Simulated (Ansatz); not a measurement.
# SiW8C8: the cost of one run

All numbers below are computed with Ansatz 0.2.0 (DFT PBEsol, plane waves, PAW, scalar-relativistic, no spin polarisation).

## (1) The starting structure

The cell holds 17 atoms (C8SiW8): a = 5.798 Å, b = 5.798 Å, c = 15.251 Å, α = 90.00°, β = 90.00°, γ = 120.00°.

Coordinates:

```xyz
17
Lattice="5.7982 0.0000 0.0000 -2.8991 5.0214 0.0000 0.0000 0.0000 15.2510" Properties=species:S:1:pos:R:3 pbc="T T T"
W     0.0000    0.0000    1.0000
C     1.4495    0.8369    2.4170
W     0.0000    0.0000    3.8340
C     1.4495    0.8369    5.2510
W    -1.4495    2.5107    1.0000
C     0.0000    3.3476    2.4170
W    -1.4495    2.5107    3.8340
C     0.0000    3.3476    5.2510
W     2.8991    0.0000    1.0000
C     4.3486    0.8369    2.4170
W     2.8991    0.0000    3.8340
C     4.3486    0.8369    5.2510
W     1.4495    2.5107    1.0000
C     2.8991    3.3476    2.4170
W     1.4495    2.5107    3.8340
C     2.8991    3.3476    5.2510
Si   -1.4558    3.2700    6.5310
```

## (2) Preparing the start

The input, input.yaml:

```yaml
accuracy: low
crystal:
  lattice:
    - [5.7982, 0.0, 0.0]
    - [-2.8991, 5.021388, 0.0]
    - [0.0, 0.0, 15.251]
  atoms:
    - { symbol: W, position: [0.0, 0.0, 0.0655695] }
    - { symbol: C, position: [0.3333333, 0.1666667, 0.1584814] }
    - { symbol: W, position: [0.0, 0.0, 0.2513934] }
    - { symbol: C, position: [0.3333333, 0.1666667, 0.3443053] }
    - { symbol: W, position: [0.0, 0.5, 0.0655695] }
    - { symbol: C, position: [0.3333333, 0.6666667, 0.1584814] }
    - { symbol: W, position: [0.0, 0.5, 0.2513934] }
    - { symbol: C, position: [0.3333333, 0.6666667, 0.3443053] }
    - { symbol: W, position: [0.5, 0.0, 0.0655695] }
    - { symbol: C, position: [0.8333333, 0.1666667, 0.1584814] }
    - { symbol: W, position: [0.5, 0.0, 0.2513934] }
    - { symbol: C, position: [0.8333333, 0.1666667, 0.3443053] }
    - { symbol: W, position: [0.5, 0.5, 0.0655695] }
    - { symbol: C, position: [0.8333333, 0.6666667, 0.1584814] }
    - { symbol: W, position: [0.5, 0.5, 0.2513934] }
    - { symbol: C, position: [0.8333333, 0.6666667, 0.3443053] }
    - { symbol: Si, position: [0.0745324, 0.6512087, 0.4282342] }
basis:
  ecutwfc: 420.0
kpoints:
  mp_grid: { grid: [2, 2, 1] }
hamiltonian:
  xc: pbesol
  pseudopotentials: { kind: paw, azcp: { folder: soft_1 } }
scf:
  occupations: { method: fermi_dirac, width: 0.1 }
  lower_state_search: "off"
relax:
  f_tol: 0.08
  max_steps: 25
  adjacent_minimum: "off"
  constraints: [{ sites: [0, 4, 8, 12] }]
output:
  write_density: true
  write_potential: true
  elf: true
  volumetric_format: npy
```

On the command line:

```console
ansatz run input.yaml --threads 1 --pin off --max-ram 3072MiB --backend cpu --events-out ev --progress --plain --runs-dir out
```

**Question.** How long does this run take on 1 thread of Arm Neoverse V1, shared host, and how much memory does it need?

About 73 s, with a peak of 0.66 GiB.
